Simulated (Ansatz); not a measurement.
Crystal: Cu2B.

```
CELL_PARAMETERS angstrom
0.00000 3.28347 3.28347
3.28347 0.00000 3.28347
3.28347 3.28347 0.00000
ATOMIC_POSITIONS crystal
Cu 0.12500 0.12500 0.12500
Cu 0.62500 0.12500 0.12500
Cu 0.12500 0.12500 0.62500
Cu 0.12500 0.62500 0.12500
B 0.50000 0.50000 0.50000
B 0.75000 0.75000 0.75000
```

The cell was built by a generator and needn't be a form met in nature.

Base run:

- Program: Ansatz 0.2.0
- Functional: PBEsol
- Potentials or basis: Ansatz PAW
- Cutoff: 420 eV (not typed: the program's choice for these potentials)
- k mesh: 5 × 5 × 5
- Occupations: fermi-dirac, width 0.05 eV
- Spin: no spin polarisation
- Hubbard terms: Cu d U = 6 eV

Its results: band gap on the k mesh none (metal or under the smearing width); pressure -3.9 GPa.

Task: The run is repeated on the same cell with these changes: hubbard terms from Cu d U = 6 eV to none; hubbard projectors from ortho-atomic (the default) to none. What comes out?

Result: Band gap on the k mesh none (metal or under the smearing width); pressure -6.9 GPa.

Caveats: the PAW data sets come from PBE, with cores solved anew for the run's functional, which leaves a small shift of forces and pressure; U without spin polarisation on a metal has little footing (some runs); the U is typed as a test and isn't derived for this compound (some runs).
